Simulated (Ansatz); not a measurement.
The system is NiMoIrPdW.

```
Ni Mo Pd Ir W
1.0
     4.14670    0.00000    0.00000
    -2.07335    3.59115    0.00000
     0.00000    0.00000    5.41629
Ni Mo Pd Ir W
1 1 1 1 1
Direct
  0.00000 0.00000 0.02221
  0.66667 0.33333 0.45996
  0.33333 0.66667 0.74601
  0.33333 0.66667 0.25641
  0.66667 0.33333 0.99985
```

The cell was built by a generator and needn't be a form met in nature.

```yaml
Program: Ansatz 0.2.0
Task: relaxation of cell and atoms
Functional: r2SCAN
Dispersion: D4
Potentials_or_basis: Ansatz PAW
Cutoff: "500 eV (not typed: the program's choice for these potentials)"
k_mesh: 5 × 5 × 4
Occupations: fermi-dirac, width 0.05 eV
Spin: collinear spin, ferromagnetic start
Starting_moments: "[1.0, 1.0, 0.0, 0.6, 0.0] μB"
```

At the start: volume 16.13 Å³/atom.

Q: How do energy, volume and symmetry change on relaxing?

A: It ends after 5 steps and the volume is 15.70 Å³/atom (-2.7 %); space group P3m1 (No. 156, to 0.05 Å); moment 0.00 μB per cell.

Step by step:
| step | energy change (eV) | largest force (eV/Å) | volume (Å³) |
| --- | --- | --- | --- |
| 1 | 0.0000 | 0.4099 | 80.66 |
| 2 | -0.0486 | 0.0387 | 78.61 |
| 3 | -0.0489 | 0.0154 | 78.49 |
| 4 | -0.0489 | 0.0071 | 78.50 |
| 5 | -0.0471 | 0.0072 | 78.50 |

Final structure:
```
Ni Mo Pd Ir W
1.0
     4.10435    0.00000    0.00000
    -2.05217    3.55447    0.00000
     0.00000    0.00000    5.38062
Ni Mo Pd Ir W
1 1 1 1 1
Direct
  0.00000 0.00000 0.02209
  0.66667 0.33333 0.45855
  0.33333 0.66667 0.74611
  0.33333 0.66667 0.25801
  0.66667 0.33333 0.99969
```

Caveat: the magnetic or orbital state may not be the lowest; the plane-wave basis is chosen anew once the cell has moved, so the energies of steps on either side of that aren't comparable; pairwise dispersion overbinds metals, which lowers pressure and volume; the PAW data sets come from PBE, with cores solved anew for the run's functional, which leaves a small shift of forces and pressure; the starting moments weren't kept.
